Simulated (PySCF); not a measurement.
# CH7NOSi3: the cost of one run

Programs: PySCF 2.14.0, with density-fitted response routines of our own. Each step states its level of theory. These are calculated values for one molecule in the gas phase, unless marked as measured. Atoms are numbered from 0 throughout.

## 1. The starting structure

13 atoms, charge 0, multiplicity 1; geometry from: GFN2-xTB. The atoms were then displaced at random by about 0.01 Å, so the start is not that level's minimum.

Bonds of the start (Å): N0–C1 1.13, C1–Si2 1.88, Si2–Si3 2.26, Si2–O4 1.64, O4–Si5 1.63, Si2–H6 1.47, Si3–H7 1.48, Si3–H8 1.48, Si3–H9 1.48, Si5–H10 1.46, Si5–H11 1.46, Si5–H12 1.47.

## 2. Optimising the geometry at PBE0-D3(BJ)/def2-SVP

Job settings and geometry (Å):

```
{"job": {"xc": "PBE0", "basis": "def2-SVP", "d3": "d3bj", "grid": 1, "shake": 0.01, "kind": "geom"}, "charge": 0, "multiplicity": 1}
N      0.634000     2.973840    -1.395660
C      0.341060     1.886380    -1.284020
Si    -0.169460     0.094260    -1.049730
Si    -2.204460    -0.042290    -0.073380
O      0.961480    -0.551120    -0.060940
Si     1.949790    -0.837690     1.198560
H      0.142770    -0.529250    -2.338720
H     -3.204370     0.697520    -0.876130
H     -2.705870    -1.428950     0.027020
H     -2.292750     0.493570     1.303630
H      2.561970    -2.126060     0.879420
H      2.916660     0.256750     1.280200
H      1.074990    -0.903850     2.379420
```

Run with:

```
OMP_NUM_THREADS=1 python probes_run.py task.json out
```

The driver reads the jobs from task.json and runs them one after another.

Q: Estimate the wall time and peak memory of this first job on 1 thread of Arm Neoverse V2, shared host.

About 87 s, with a peak of 0.57 GiB.
